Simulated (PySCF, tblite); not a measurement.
# C₄H₆BN₂ radical: geometry, infrared bands and EPR parameters

What infrared bands and EPR parameters should C₄H₆BN₂ radical (`C#CB([N]C)N=C`) show?

The runs use tblite 0.8.0 and PySCF 2.14.0, with density-fitted response routines of our own; the level of theory stands in each step. All values are computed, except where a source is named. Atoms count from 0, in the outputs and in this text.

## 1. The molecule as given

13 atoms, charge 0, multiplicity 2; geometry from: force field or distance geometry start.

Bonds of the start (Å): C0–C1 1.19, C1–B2 1.55, B2–N3 1.52, N3–C4 1.48, B2–N5 1.52, N5–C6 1.28, C0–H7 1.06, C4–H8 1.12, C4–H9 1.11, C4–H10 1.11, C6–H11 1.09, C6–H12 1.09.

## 2. Geometry optimisation with GFN2-xTB

Job settings and geometry (Å):

```
{"job": {"kind": "relax", "xc": "GFN2-xTB", "basis": "xTB"}, "charge": 0, "multiplicity": 2}
C     -0.618300     2.905200    -0.953300
C     -0.500600     1.767200    -0.610800
B     -0.318700     0.301600    -0.150000
N      1.046300    -0.352200    -0.274100
C      1.682800    -0.421200     1.055200
N     -1.553600    -0.480100     0.281700
C     -1.528600    -1.737200     0.531200
H     -0.735800     3.918500    -1.256700
H      2.678500    -0.912700     0.944300
H      1.073000    -1.020500     1.765300
H      1.844600     0.602200     1.450400
H     -0.627200    -2.335100     0.435800
H     -2.446900    -2.235300     0.856000
```

Run with:

```sh
$ OMP_NUM_THREADS=1 python probes_run.py task.json out
```

This one command runs all jobs of the session in turn.

**Question.** This job is followed by: GFN2-xTB harmonic vibrations, gas phase; UKS B3LYP, pcH-1 on B C H N, non-relativistic, mean-field spin-orbit, GIAO. What will the session give for the following? strongest single infrared mode (GFN2-xTB); zero-point energy (GFN2-xTB); g(iso) (B3LYP); ⟨S²⟩; largest a(iso) (averaged by class); potential on the surface of density 0.002 e/bohr³, 1st and 99th percentile.

The runs gave:

| quantity | value |
| --- | --- |
| strongest single infrared mode (GFN2-xTB) | 2918 cm⁻¹, 63 km/mol |
| zero-point energy (GFN2-xTB) | 57.3 kcal/mol |
| g(iso) (B3LYP) | 2.00462 |
| ⟨S²⟩ | 0.758 (exact 0.75) |
| largest a(iso) (averaged by class) | 1H on H8, H9, H10, 85.8 MHz |
| potential on the surface of density 0.002 e/bohr³, 1st and 99th percentile | -1.24 V and 1.14 V |

Over 71 steps the energy fell by 1.348 eV; of the close pairs, B2–N3 changed most, 1.519 to 1.342 Å. All 33 modes are real, so the xTB geometry is a minimum. The strongest single mode, at 2918 cm⁻¹, moves mainly H8. Unscaled tight-binding wavenumbers are off by several per cent, some by more. Its intensities can rank the bands wrongly. N3 carries the largest spin population, 0.80 e. The isotropic g lies 2.3 ppt above the free-electron value. These values are for one conformer; the search (at its own cheap level) found 2 more, at 0.01, 1.79 kcal/mol (those within 0.05 may be mirror or relabelled copies), and measured spectra average over such forms.
